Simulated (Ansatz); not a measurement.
# LuSi2Rh2C: the cost of one run

Method: reference: DFT PBE, plane waves, PAW, scalar-relativistic, no spin polarisation, in Ansatz 0.2.0.

1 further run of the same task is left out (it didn't finish).

## 1. Starting point

It takes space group I4/mmm (No. 139, tetragonal). Conventional cell: a = 4.046 Å, b = 4.046 Å, c = 10.712 Å, α = 90.00°, β = 90.00°, γ = 90.00°. C (site symmetry 4/mmm) has 2 Si at 1.58 Å as nearest neighbours. Around Rh (site symmetry -4m2) lie 4 Si at 2.30 Å. Si (site symmetry 4mm) is surrounded by 1 C at 1.58 Å. Lu (site symmetry 4/mmm) has 4 C at 2.86 Å and 8 Si at 3.27 Å as nearest neighbours.

Coordinates:

```cif
data_structure
_symmetry_space_group_name_H-M 'P 1'
_symmetry_Int_Tables_number 1
_cell_length_a 4.0456
_cell_length_b 4.0456
_cell_length_c 6.0722
_cell_angle_alpha 70.542
_cell_angle_beta 70.542
_cell_angle_gamma 90.000
_cell_volume 87.66
loop_
_atom_site_label
_atom_site_type_symbol
_atom_site_fract_x
_atom_site_fract_y
_atom_site_fract_z
_atom_site_occupancy
C1 C 0.00000 0.00000 0.00000 1
Rh1 Rh 0.75000 0.25000 0.50000 1
Rh2 Rh 0.25000 0.75000 0.50000 1
Si1 Si 0.14772 0.14772 0.70456 1
Si2 Si 0.85228 0.85228 0.29544 1
Lu1 Lu 0.50000 0.50000 0.00000 1
```

## 2. Baseline

The input, input.yaml:

```yaml
crystal:
  lattice:
    - [0.0, 4.045552, 0.0]
    - [4.045552, 0.0, 0.0]
    - [2.022776, 2.022776, -5.356172]
  atoms:
    - { symbol: C, position: [0.0, 0.0, 0.0] }
    - { symbol: Rh, position: [0.75, 0.25, 0.5] }
    - { symbol: Rh, position: [0.25, 0.75, 0.5] }
    - { symbol: Si, position: [0.14772, 0.14772, 0.70456] }
    - { symbol: Si, position: [0.85228, 0.85228, 0.29544] }
    - { symbol: Lu, position: [0.5, 0.5, 0.0] }
  symmetry: { tolerance: 0.0003 }
kpoints:
  mp_grid: { grid: [5, 5, 5], shift: [0, 0, 0] }
magnetization:
  spin_polarized: false
scf:
  occupations: { method: fermi_dirac }
hamiltonian:
  pseudopotentials: { kind: paw }
  xc: pbe
basis:
  ecutwfc: 420
output:
  forces: true
  stress: true
  eigenvalues: true
```

The run is started by

```
> ansatz run input.yaml --threads 1 --pin off --max-ram 2560MiB --backend cpu --events-out ev --progress --plain --runs-dir out
```

Q: Estimate wall time and peak memory on 1 thread of an Arm CPU, shared host.

About 5 s, with a peak of 0.39 GiB.
